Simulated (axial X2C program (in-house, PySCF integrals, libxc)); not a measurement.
# BrCl⁺: properties at the nuclei

Wanted for BrCl⁺: properties at the nuclei, at the two-component level.

Computed with an in-house X2C program for linear molecules on PySCF integrals. Level: two-component X2C with atomic mean-field terms, Br dyall-cv3z, Cl dyall-av3z.

All values are calculated.

**1. Set-up**

The input, task.json:

```json
{"zs": [35, 17], "q": 1, "bas": ["dyall-cv3z", "dyall-av3z"], "r0": 2.13, "levels": ["PBE0", "HF", "TPSSh", "BHandHLYP", "PBE50"], "nst": 3}
```

Keys: zs atomic numbers; q charge; bas basis sets; r0 starting distance in Å; levels methods (HF also brings MP2); nst determinants followed.

Launch:

```sh
$ python soeom.py task.json out
```

Nuclei are Gaussian, cores are contracted, and the Gaunt term is on.

**2. Expectation values, lowest determinant**

R = 2.050 Å. State: Ω = 3/2 (excess of +ω over −ω: ω = 3/2).

Output of the PBE0 run:

```text
two-component X2C + atomic mean field  PBE0
basis functions 164  fitting functions 884  grid points 5077
iter        total energy     max residual
   1      -3066.160615407     4.30e-05
   2      -3066.160615417     4.21e-05
   3      -3066.160615434     1.86e-05
   4      -3066.160615436     5.07e-06
converged
one-electron -4547.49124981  Coulomb 1449.35187101  exact exchange -29.60832855  xc functional -90.93480758  nuclear repulsion 153.59045878  atomic mean-field constant -1.06855928
```

The highest occupied spinor is 51% Br p, 43% Cl p, 3% Cl d.

| level | Eeff magnitude (GV/cm) | Ws magnitude Br (kHz) | A∥/gI Br (MHz) | qzz Br (a.u.) | A∥/gI Cl (MHz) | qzz Cl (a.u.) |
| --- | --- | --- | --- | --- | --- | --- |
| PBE0 | 0.212 | 0.0728 | 476 | 9.15 | 174 | 4.57 |
| HF | 0.744 | 0.225 | 654 | 7.33 | 118 | 5.73 |
| TPSSh | 0.184 | 0.0646 | 456 | 9.27 | 180 | 4.50 |
| BHandHLYP | 0.293 | 0.0968 | 528 | 8.97 | 173 | 4.85 |
| PBE50 | 0.322 | 0.106 | 519 | 8.89 | 169 | 4.80 |

Eeff is the effective electric field on the electron dipole moment in this Ω state and Ws the scalar–pseudoscalar constant (defined with the proton number Z and per Ω); A∥ is the parallel hyperfine constant, which follows by multiplying with the nuclear g factor gI = μI/(I μN); qzz is the electric field gradient, eQq0 = 234.96 MHz × Q/barn × qzz. The operators were transformed with the bare-nucleus X2C matrices.

**3. Expectation values, a higher determinant**

R = 2.050 Å. State: Ω = 1/2 (excess of +ω over −ω: ω = 1/2), 0.26 eV above the lowest in the PBE0 search for states (made at or near this distance, with looser thresholds).

Output of the PBE0 run:

```text
two-component X2C + atomic mean field  PBE0
basis functions 164  fitting functions 884  grid points 5077
iter        total energy     max residual
   1      -3066.151056193     8.10e-05
   2      -3066.151056196     8.08e-05
   3      -3066.151056250     2.27e-05
   4      -3066.151056253     3.99e-06
converged
one-electron -4547.45519821  Coulomb 1449.32199398  exact exchange -29.60728781  xc functional -90.93246371  nuclear repulsion 153.59045878  atomic mean-field constant -1.06855928
```

The highest occupied spinor is 57% Br p, 37% Cl p, 4% Cl d.

| level | Eeff magnitude (GV/cm) | Ws magnitude Br (kHz) | A∥/gI Br (MHz) | qzz Br (a.u.) | A∥/gI Cl (MHz) | qzz Cl (a.u.) |
| --- | --- | --- | --- | --- | --- | --- |
| PBE0 | 0.267 | 0.184 | 2390 | 9.30 | 822 | 4.39 |
| HF | 0.00131 | 0.0764 | 2690 | 7.51 | 430 | 5.47 |
| TPSSh | 0.246 | 0.168 | 2330 | 9.38 | 805 | 4.34 |
| BHandHLYP | 0.246 | 0.157 | 2430 | 9.23 | 774 | 4.59 |
| PBE50 | 0.214 | 0.128 | 2430 | 9.13 | 767 | 4.55 |

**4. Summary of results**

| quantity | value |
| --- | --- |
| lowest determinant | Ω = 3/2 (excess of +ω over −ω: ω = 3/2) |
| Eeff magnitude (GV/cm), PBE0 | 0.212 |
| Ws magnitude Br (kHz), PBE0 | 0.0728 |
| A∥/gI Br (MHz), PBE0 | 476 |
| qzz Br (a.u.), PBE0 | 9.15 |
| higher determinant | Ω = 1/2 (excess of +ω over −ω: ω = 1/2) |
| Eeff magnitude (GV/cm), PBE0, higher determinant | 0.267 |
| Ws magnitude Br (kHz), PBE0, higher determinant | 0.184 |
| A∥/gI Br (MHz), PBE0, higher determinant | 2390 |
| qzz Br (a.u.), PBE0, higher determinant | 9.30 |

In words: In the first state, the effective field runs from 0.184 to 0.744 GV/cm over the mean-field levels, so the levels don't agree on it. The expectation values come from single determinants, which for open shells can mix terms of unlike spin or miss the lowest Ω, so a determinant need not be a state. Eeff is the effective electric field on the electron dipole moment in this Ω state and Ws the scalar–pseudoscalar constant (defined with the proton number Z and per Ω); A∥ is the parallel hyperfine constant, which follows by multiplying with the nuclear g factor gI = μI/(I μN); qzz is the electric field gradient, eQq0 = 234.96 MHz × Q/barn × qzz. The operators were transformed with the bare-nucleus X2C matrices.
